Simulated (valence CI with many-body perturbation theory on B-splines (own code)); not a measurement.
**Pt⁷²⁺: settings changed one run at a time**

Aim: see how the low levels and the ionisation energy of Pt⁷²⁺ respond to changed settings, and what each run costs. A reference run comes first.

Program: an in-house CI+MBPT code version 3. Level of theory: configuration interaction of the valence electrons, many-body perturbation theory for a frozen closed Dirac-Fock core, no-pair Dirac Hamiltonian, B-spline basis. These are calculated values, not measurements, unless marked.

### Step 1. What is computed

* element: platinum (Z = 78, A = 195)
* charge: +72
* frozen core: [He]
* start configuration of the valence electrons: 2s2 2p2
* nuclear rms radius: 5.4270 fm

### Step 2. The reference run

Settings, as recorded:

```ini
atom Pt  Z=78  mass_number=195  rms_radius_fm=5.4270
core [He]
valence 2s2 2p2
avg = 1
basis = S
breit = 1
cap = 10000
capref = 1200
cscale = 1
de = 0.0
dress = 0
eps = 2e-08
h = 0.27
hh = 1
l2 = 3
lcore = 6
maxit = 60
n2 = 5
natural = 1
nlev = 20
nno = [3, 3, 3, 2, 1]
nroot = 26
nsp = [3, 3, 2, 1, 0]
pt2 = 1
qed = 1
rpa = 1
s1 = 1
s2 = 1
s3 = 1
screen = 1
tol = 2e-05
```

Command:

```
$ python run_cv.py task.json out
```

task.json holds these settings and those of the later runs, which follow in the same process.

### Step 3. Changed: cutoff on virtual energies (hartree) 19260

Changes to the settings of step 2:

```diff
@@ -11,2 +11,3 @@
 dress = 0
+ecut = 19260
 eps = 2e-08
```

### Step 4. Changed: knot step 0.2; selection threshold 1e-06

Changes to the settings of step 3:

```diff
@@ -11,5 +11,4 @@
 dress = 0
-ecut = 19260
-eps = 2e-08
-h = 0.27
+eps = 1e-06
+h = 0.2
 hh = 1
```

### Step 5. Changed: scale of Σ2 1.2

Changes to the settings of step 4:

```diff
@@ -11,4 +11,4 @@
 dress = 0
-eps = 1e-06
-h = 0.2
+eps = 2e-08
+h = 0.27
 hh = 1
@@ -27,3 +27,3 @@
 s1 = 1
-s2 = 1
+s2 = 1.2
 s3 = 1
```

### Step 6. Changed: Davidson iteration cap 2

Changes to the settings of step 5:

```diff
@@ -16,3 +16,3 @@
 lcore = 6
-maxit = 60
+maxit = 2
 n2 = 5
@@ -27,3 +27,3 @@
 s1 = 1
-s2 = 1.2
+s2 = 1
 s3 = 1
```

Q: Predict the results.

The runs gave:

| run | outcome | ionisation energy (eV) | its shift (eV) | mean size of level shifts (cm⁻¹) | time |
| --- | --- | --- | --- | --- | --- |
| reference | converged | 20837.9 | 0 | 0 | 12 s |
| cutoff on virtual energies (hartree) 19260 | converged | 20837.9 | +0.022 | 200 | 12 s |
| knot step 0.2; selection threshold 1e-06 | converged | 20837.9 | +0.0022 | 41 | 11 s |
| scale of Σ2 1.2 | converged | 20837.9 | -0.0027 | 232 | 11 s |
| Davidson iteration cap 2 | not converged | - | - | - | 10 s |
| NIST (tabulated theoretical) | - | 20840 | - | - | - |

The ionisation energy reacts most to «cutoff on virtual energies (hartree) 19260» (+0.022 eV) and least to «knot step 0.2; selection threshold 1e-06» (+0.0022 eV). The reference run itself stands -2.12 eV from the NIST entry (uncertainty 70 eV). Cautions: by estimate large intervals hold to a few tenths of a per cent, small ones and the rates on them less well.
